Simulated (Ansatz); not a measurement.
**CH8B2SSi: a ladder of functionals and wavefunction methods**

Aim: compute CH8B2SSi with functionals from several rungs and with coupled cluster, and see how far each lands from CCSD(T) at the basis-set limit for the atomisation energy.

Program: Ansatz 0.2.0, Gaussian basis. Level of theory: functionals in def2-TZVPP, the program's frozen cores in correlated methods. These are calculated values, not measurements.

Plan: PBE-D4, r2SCAN-D4, PBE0-D4, B3LYP-D4, ωB97X-V, ωB97M-V, B2PLYP; CCSD(T)/def2-TZVPP; MP2/def2-QZVPP; extrapolation to the limit.

## Step 1: The relaxed structure

An earlier PBE0-D4 in a triple-zeta def2 set relaxation fixed the geometry.

13 atoms, charge 0, spin multiplicity 1.

Atoms are counted from 1 here; the program's logs count them from 0.

Bond lengths: B1–S2 1.749 Å, B1–H6 1.192 Å, B1–H7 1.194 Å, S2–C3 1.817 Å, C3–B4 1.556 Å, C3–H8 1.101 Å, C3–H9 1.095 Å, B4–Si5 2.019 Å, B4–H10 1.200 Å, Si5–H11 1.488 Å, Si5–H12 1.489 Å, Si5–H13 1.493 Å. Angles: S2–B1–H6 116.0°, S2–B1–H7 121.1°, H6–B1–H7 122.9°, B1–S2–C3 105.6°, S2–C3–B4 117.2°, S2–C3–H8 107.9°, S2–C3–H9 109.1°, B4–C3–H8 105.9°, B4–C3–H9 111.2°, H8–C3–H9 104.7°, C3–B4–Si5 124.5°, C3–B4–H10 115.2°, Si5–B4–H10 120.2°, B4–Si5–H11 112.5°, B4–Si5–H12 112.2°, B4–Si5–H13 107.2°, H11–Si5–H12 108.6°, H11–Si5–H13 108.1° and more.

Coordinates:

```mol
CH8B2SSi
  3D, bonds by distance, orders not assigned

 13 12  0  0  0  0  0  0  0  0999 V2000
   -0.5851    2.1073    1.6196 B   0  0
    0.4424    1.5139    0.3341 S   0  0
   -0.6539    0.5861   -0.7786 C   0  0
   -0.3374   -0.9220   -0.9951 B   0  0
    1.2912   -1.8663   -0.2646 Si  0  0
   -0.0416    2.7340    2.4757 H   0  0
   -1.7586    1.8866    1.6223 H   0  0
   -0.5977    1.0526   -1.7742 H   0  0
   -1.6917    0.7309   -0.4611 H   0  0
   -1.1485   -1.5279   -1.6398 H   0  0
    1.5102   -3.1959   -0.8954 H   0  0
    2.5293   -1.0553   -0.4226 H   0  0
    1.0618   -2.0786    1.1948 H   0  0
  1  2  8  0
  2  3  8  0
  3  4  8  0
  4  5  8  0
  1  6  8  0
  1  7  8  0
  3  8  8  0
  3  9  8  0
  4 10  8  0
  5 11  8  0
  5 12  8  0
  5 13  8  0
M  END
```

## Step 2: PBE-D4 (GGA)

in.yaml

```yaml
crystal:
  periodic: [false, false, false]
  atoms:
    - {symbol: B, position_ang: [-0.585062, 2.107283, 1.619558]}
    - {symbol: S, position_ang: [0.442350, 1.513887, 0.334062]}
    - {symbol: C, position_ang: [-0.653875, 0.586066, -0.778630]}
    - {symbol: B, position_ang: [-0.337426, -0.922025, -0.995142]}
    - {symbol: Si, position_ang: [1.291174, -1.866317, -0.264643]}
    - {symbol: H, position_ang: [-0.041574, 2.733996, 2.475726]}
    - {symbol: H, position_ang: [-1.758576, 1.886606, 1.622284]}
    - {symbol: H, position_ang: [-0.597703, 1.052570, -1.774210]}
    - {symbol: H, position_ang: [-1.691710, 0.730911, -0.461125]}
    - {symbol: H, position_ang: [-1.148456, -1.527854, -1.639775]}
    - {symbol: H, position_ang: [1.510249, -3.195880, -0.895429]}
    - {symbol: H, position_ang: [2.529324, -1.055304, -0.422585]}
    - {symbol: H, position_ang: [1.061786, -2.078638, 1.194808]}
basis:
  gaussian: {orbitals: def2-TZVPP}
hamiltonian: {xc: pbe, dispersion: d4}
output: {forces: true, orbitals: {seedname: orbitals}}
```

On the command line:

```console
$ ansatz run in.yaml --threads 4 --pin off --events-out ev --progress --plain --max-ram 10444MiB
```

Further steps of the session: r2SCAN-D4 (meta-GGA); PBE0-D4 (hybrid); B3LYP-D4 (hybrid); ωB97X-V (range-separated); ωB97M-V (range-separated); B2PLYP (double hybrid); CCSD(T) in def2-TZVPP; MP2 in def2-QZVPP.

Q: Predict the results of all the runs planned. Wanted: atomisation energy, CCSD(T)/CBS; farthest; mean size of error, hybrid; mean size of error, range-separated; gap, smallest and largest; T1 diagnostic; triples share of the correlation energy.

**Answer**, as computed:

```
                               quantity                                 value
        atomisation energy, CCSD(T)/CBS                         4364.5 kJ/mol
 functionals within 21.8 kJ/mol (0.5 %)   none; nearest B2PLYP (-29.1 kJ/mol)
                               farthest                 PBE-D4 (+66.2 kJ/mol)
             mean size of error, hybrid                           33.5 kJ/mol
    mean size of error, range-separated                           42.9 kJ/mol
              gap, smallest and largest  3.45 eV (PBE-D4), 10.06 eV (ωB97X-V)
                          T1 diagnostic                                0.0145
triples share of the correlation energy                                 4.0 %
```

PBE-D4 misses by +66.2 kJ/mol. Double hybrids carry the basis error of their MP2 part in triple zeta, and no dispersion term here, so their miss is partly the set-up's. Misses under about 21.8 kJ/mol are within the doubt on the reference itself, which lacks core-valence correlation, relativity and higher excitations. Hartree-Fock recovers 77 % of the binding; the rest is correlation. The gap grows from 3.5 to 10.1 eV across the functionals, mostly with the share of exact exchange.
